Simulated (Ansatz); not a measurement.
**As (hcp type): how the settings move a single-point run**

How sensitive is a single-point run of As (hcp type) to its settings? A reference run comes first, then one run with altered input.

Computed with Ansatz 0.2.0 (reference: DFT, PBEsol, PAW with Ansatz's default frozen-core files, scalar-relativistic, unless a step's input says otherwise).

### Step 1. The structure to begin with

The structure is hexagonal, space group P6_3/mmc (No. 194). The conventional cell has a = 2.278 Å, b = 2.278 Å, c = 3.521 Å, α = 90.00°, β = 90.00°, γ = 120.00°. As (site symmetry -6m2) has 12 As at 2.20 to 2.28 Å in its first shell of neighbours.

As a file:

```
As
1.0
     2.27823    0.00000    0.00000
    -1.13912    1.97301    0.00000
     0.00000    0.00000    3.52075
As
2
Direct
  0.33333 0.66667 0.25000
  0.66667 0.33333 0.75000
```

### Step 2. The reference run

The input, input.yaml:

```yaml
crystal:
  lattice:
    - [2.2782304875, 0.0, 0.0]
    - [-1.1391152438, 1.9730054779, 0.0]
    - [0.0, 0.0, 3.5207501021]
  atoms:
    - { symbol: As, position: [0.3333333333, 0.6666666667, 0.25] }
    - { symbol: As, position: [0.6666666667, 0.3333333333, 0.75] }
kpoints:
  mp_grid: { grid: [14, 14, 8] }
  band_path:
    path:
      - [0.0, 0.0, 0.0]
      - [0.5, 0.0, 0.0]
      - [0.3333333333, 0.3333333333, 0.0]
      - [0.0, 0.0, 0.0]
      - [0.0, 0.0, 0.5]
      - [0.5, 0.0, 0.5]
      - [0.3333333333, 0.3333333333, 0.5]
      - [0.0, 0.0, 0.5]
      - [0.5, 0.0, 0.5]
    npoints: 8
scf:
  occupations: { method: fermi_dirac, width: 0.08 }
hamiltonian:
  xc: pbesol
  pseudopotentials: { kind: paw }
output:
  forces: true
  stress: true
  eigenvalues: true
  populations: true
  dos: { projected: true, de: 0.2, e_range: [-14, 8] }
```

Started as:

```console
$ ansatz run input.yaml --threads 1 --pin off --max-ram 2048MiB --backend cpu --events-out ev --progress --plain --runs-dir out
```

### Step 3. Changing settings: mixing.algorithm broyden, mixing.beta 0.2

Edit input.yaml of step 2 so:

```diff
@@ -24,2 +24,3 @@
   occupations: { method: fermi_dirac, width: 0.08 }
+  mixing: { algorithm: broyden, beta: 0.2 }
 hamiltonian:
@@ -32,2 +33,5 @@
   populations: true
-  dos: { projected: true, de: 0.2, e_range: [-14, 8] }
+  write_density: true
+  write_potential: true
+  elf: true
+  volumetric_format: npy
```

**Question.** What will these runs give? Wanted: for each run, ending; energy change; pressure; gap; force.

**Answer**, as computed:

```
                                         run     ending  energy change  pressure (GPa)  gap (eV)  force (eV/Å)  cycles   time
                                   reference  converged              0           468.0      0.00          0.00       6  3.1 s
1: mixing.algorithm broyden, mixing.beta 0.2  converged   0.0 meV/atom           468.0      0.00          0.00       7  4.6 s
```

Times don't compare one to one where runs were asked for different outputs or read a saved state (see the inputs); cycles may leave out searches for a lower state.

Residual by cycle in the longest SCF loop of each run; runs are numbered as in the table. The quantity is the density residual dr2, in eV.

```
cycle  reference   run 1
    1     0.0556  0.0556
    2     0.0209  0.0397
    3     2.7e-4  4.6e-4
    4     7.4e-6  6.7e-5
    5     2.2e-8  2.3e-5
    6    9.4e-10  2.7e-7
    7          -  2.3e-9
```

**Reading.** Same state: the changed mixing leaves the energy within 0.5 meV/atom. Semilocal functionals close small gaps, so the missing gap need not be the real solid's. The structure is not at rest: the sound run finds 468 GPa, so these are no properties of the relaxed crystal. 
